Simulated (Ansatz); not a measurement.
# ClHSZn: taking an electron away

Aim: the vertical ionisation energy of ClHSZn, as cation minus neutral at the neutral's geometry, on several levels, and how well −ε(HOMO) stands in for it.

Method: unrestricted cation, the program's frozen cores in correlated methods; program: Ansatz 0.2.0, Gaussian basis.

Levels to be run: UKS PBE-D4/def2-TZVPP; UKS r2SCAN-D4/def2-TZVPP; UKS PBE0-D4/def2-TZVPP; UKS B3LYP-D4/def2-TZVPP; UKS wB97X-V/def2-TZVPP; UKS wB97M-V/def2-TZVPP; UKS B2PLYP (frozen core with 3s3p of Cu, Zn)/def2-TZVPP; UHF-CCSD(T) with 3s3p of Cu, Zn/def2-TZVPP; UHF-MP2 with 3s3p of Cu, Zn/def2-QZVPP; extrapolation to the limit; then −ε(HOMO) from the neutral's earlier runs with LDA (SPW92), PBE-D4, revPBE-D4, BLYP-D4, r2SCAN-D4, B97M-V, PBE0-D4, B3LYP-D4, r2SCANh-D4, r2SCAN0-D4, HSE06-D4, BHLYP-D4, CAM-B3LYP-D4, LC-ωPBE, ωB97X-V, ωB97M-V.

## (1) Structure used throughout

An earlier PBE0-D4 in a triple-zeta def2 set relaxation fixed the geometry.

SMILES `[SH][Zn][Cl]`, 4 atoms, charge 0, spin multiplicity 1.

Atoms are counted from 1 here; the program's logs count them from 0.

Bond lengths: S1–Zn2 2.153 Å, S1–H4 1.345 Å, Zn2–Cl3 2.095 Å. Angles: Zn2–S1–H4 92.5°, S1–Zn2–Cl3 179.2°.

As a file:

```xyz
4

S    -0.52034    1.23602   -0.88290
Zn   -0.03070   -0.66904   -0.00857
Cl    0.43013   -2.53707    0.82126
H     0.17641    1.90969    0.04991
```

## (2) Cation, UKS PBE-D4/def2-TZVPP

in.yaml reads:

```yaml
crystal:
  periodic: [false, false, false]
  atoms:
    - {symbol: S, position_ang: [-0.520342, 1.236021, -0.882898]}
    - {symbol: Zn, position_ang: [-0.030697, -0.669042, -0.008570]}
    - {symbol: Cl, position_ang: [0.430132, -2.537068, 0.821261]}
    - {symbol: H, position_ang: [0.176408, 1.909689, 0.049907]}
basis:
  gaussian: {orbitals: def2-TZVPP}
total_charge: 1
magnetization: {spin_polarized: true, initial_magnetization: 1}
hamiltonian: {xc: pbe, dispersion: d4}
```

Run with:

```bash
> ansatz run in.yaml --threads 4 --pin off --events-out ev --progress --plain --max-ram 10444MiB
```

Further steps of the session: Cation, UKS r2SCAN-D4/def2-TZVPP; Cation, UKS PBE0-D4/def2-TZVPP; Cation, UKS B3LYP-D4/def2-TZVPP; Cation, UKS wB97X-V/def2-TZVPP; Cation, UKS wB97M-V/def2-TZVPP; Cation, UKS B2PLYP (frozen core with 3s3p of Cu, Zn)/def2-TZVPP; Cation, UHF-CCSD(T) with 3s3p of Cu, Zn/def2-TZVPP; Cation, UHF-MP2 with 3s3p of Cu, Zn/def2-QZVPP.

Before running them: what should the planned runs give, taken together? Wanted: ionisation energy, CCSD(T)/CBS; nearest functional by difference; nearest −ε(HOMO); −ε(HOMO) of PBE; T1 of the cation.

**Answer**, as computed:

| quantity | value |
| --- | --- |
| ionisation energy, CCSD(T)/CBS | 10.23 eV |
| nearest functional by difference | ωB97X-V (-0.11 eV) |
| nearest −ε(HOMO) | ωB97X-V (-0.15 eV) |
| −ε(HOMO) of PBE | 6.53 eV |
| T1 of the cation | 0.017 |

**Reading.** Energy differences with functionals land within 0.50 eV of the reference. The PBE orbital energy is 3.7 eV too small: a semilocal HOMO is no ionisation energy. Among orbital estimates ωB97X-V comes nearest. Hartree-Fock falls 1.29 eV short, as the neutral has more correlation energy than the cation. For Zn the d shell is correlated and the shells below it are frozen.
